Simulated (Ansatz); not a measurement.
**Cl₂H₆N₂Si₂: up Jacob's ladder to CCSD(T)**

One table from this session's results is given with a row withheld; the runs are named, their logs left out.

Computed with Ansatz 0.2.0, Gaussian basis. Level: functionals in def2-TZVPP, the program's frozen cores in correlated methods.

The runs, in order: PBE-D4, r2SCAN-D4, PBE0-D4, B3LYP-D4, ωB97X-V, ωB97M-V, B2PLYP; CCSD(T)/def2-TZVPP; MP2/def2-QZVPP; extrapolation to the limit.

**The geometry**

The geometry comes from an earlier relaxation with PBE0-D4 in a triple-zeta def2 set; it is a stationary point, not always the lowest conformer.

SMILES `N[SiH2][Si](N)(Cl)Cl`, 12 atoms, charge 0, spin multiplicity 1.

Atoms are counted from 1 here; the program's logs count them from 0.

Bond lengths: N1–Si2 1.725 Å, N1–H7 1.008 Å, N1–H8 1.009 Å, Si2–Si3 2.332 Å, Si2–H9 1.486 Å, Si2–H10 1.493 Å, Si3–N4 1.696 Å, Si3–Cl5 2.082 Å, Si3–Cl6 2.053 Å, N4–H11 1.008 Å, N4–H12 1.008 Å. Angles: Si2–N1–H7 119.7°, Si2–N1–H8 118.4°, H7–N1–H8 110.6°, N1–Si2–Si3 104.5°, N1–Si2–H9 107.7°, N1–Si2–H10 116.8°, Si3–Si2–H9 111.4°, Si3–Si2–H10 108.5°, H9–Si2–H10 108.0°, Si2–Si3–N4 111.6°, Si2–Si3–Cl5 105.1°, Si2–Si3–Cl6 114.0°, N4–Si3–Cl5 113.5°, N4–Si3–Cl6 106.9°, Cl5–Si3–Cl6 105.8°, Si3–N4–H11 119.0°, Si3–N4–H12 121.4°, H11–N4–H12 112.2°.

As a file:

| atom | x (Å) | y (Å) | z (Å) |
| --- | --- | --- | --- |
| N1 | -1.2650 | 0.6729 | -1.4503 |
| Si2 | -1.0981 | -0.7003 | -0.4194 |
| Si3 | 0.5967 | -0.1092 | 1.0699 |
| N4 | 2.0900 | 0.0581 | 0.2828 |
| Cl5 | -0.0638 | 1.6444 | 1.9777 |
| Cl6 | 0.8742 | -1.4559 | 2.5939 |
| H7 | -1.7533 | 0.5824 | -2.3274 |
| H8 | -1.4545 | 1.5695 | -1.0285 |
| H9 | -0.6975 | -1.8539 | -1.2663 |
| H10 | -2.3024 | -1.1012 | 0.3671 |
| H11 | 2.1248 | 0.5422 | -0.6009 |
| H12 | 2.9490 | 0.1511 | 0.8015 |

The first run:

Input file in.yaml:

```yaml
crystal:
  periodic: [false, false, false]
  atoms:
    - {symbol: N, position_ang: [-1.264983, 0.672930, -1.450266]}
    - {symbol: Si, position_ang: [-1.098115, -0.700279, -0.419438]}
    - {symbol: Si, position_ang: [0.596672, -0.109236, 1.069901]}
    - {symbol: N, position_ang: [2.089955, 0.058147, 0.282759]}
    - {symbol: Cl, position_ang: [-0.063811, 1.644382, 1.977692]}
    - {symbol: Cl, position_ang: [0.874208, -1.455932, 2.593865]}
    - {symbol: H, position_ang: [-1.753297, 0.582369, -2.327398]}
    - {symbol: H, position_ang: [-1.454535, 1.569454, -1.028516]}
    - {symbol: H, position_ang: [-0.697525, -1.853872, -1.266298]}
    - {symbol: H, position_ang: [-2.302408, -1.101239, 0.367139]}
    - {symbol: H, position_ang: [2.124814, 0.542220, -0.600936]}
    - {symbol: H, position_ang: [2.949047, 0.151057, 0.801506]}
basis:
  gaussian: {orbitals: def2-TZVPP}
hamiltonian: {xc: pbe, dispersion: d4}
output: {forces: true, orbitals: {seedname: orbitals}}
```

The run is started by

```
ansatz run in.yaml --threads 2 --pin off --events-out ev --progress --plain --max-ram 32768MiB --backend cuda --devices 0, --max-vram 18GiB
```

Among the steps run: PBE-D4 (GGA); r2SCAN-D4 (meta-GGA); PBE0-D4 (hybrid); B3LYP-D4 (hybrid); ωB97X-V (range-separated); ωB97M-V (range-separated); B2PLYP (double hybrid); CCSD(T) in def2-TZVPP; MP2 in def2-QZVPP.

One of the session's tables, all rows but one given; the rest of the session is left out.

| method | atomisation energy (eV) |
| --- | --- |
| PBE-D4 | 42.117 |
| r2SCAN-D4 | 41.542 |
| PBE0-D4 | 41.475 |
| B3LYP-D4 | 41.564 |
| ωB97X-V | 41.991 |
| ωB97M-V | 41.877 |
| B2PLYP | 40.926 |
| HF/def2-TZVPP | 29.245 |
| MP2/def2-TZVPP | 40.828 |
| CCSD/def2-TZVPP | 39.479 |
| CCSD(T)/def2-TZVPP | 40.148 |
| MP2/CBS | 42.369 |
| CCSD(T)/CBS | ? |

Estimate the missing values for CCSD(T)/CBS.

**Answer.** atomisation energy (eV): 41.689. In the column «atomisation energy (eV)» it lies between B3LYP-D4 (41.564) and ωB97M-V (41.877).
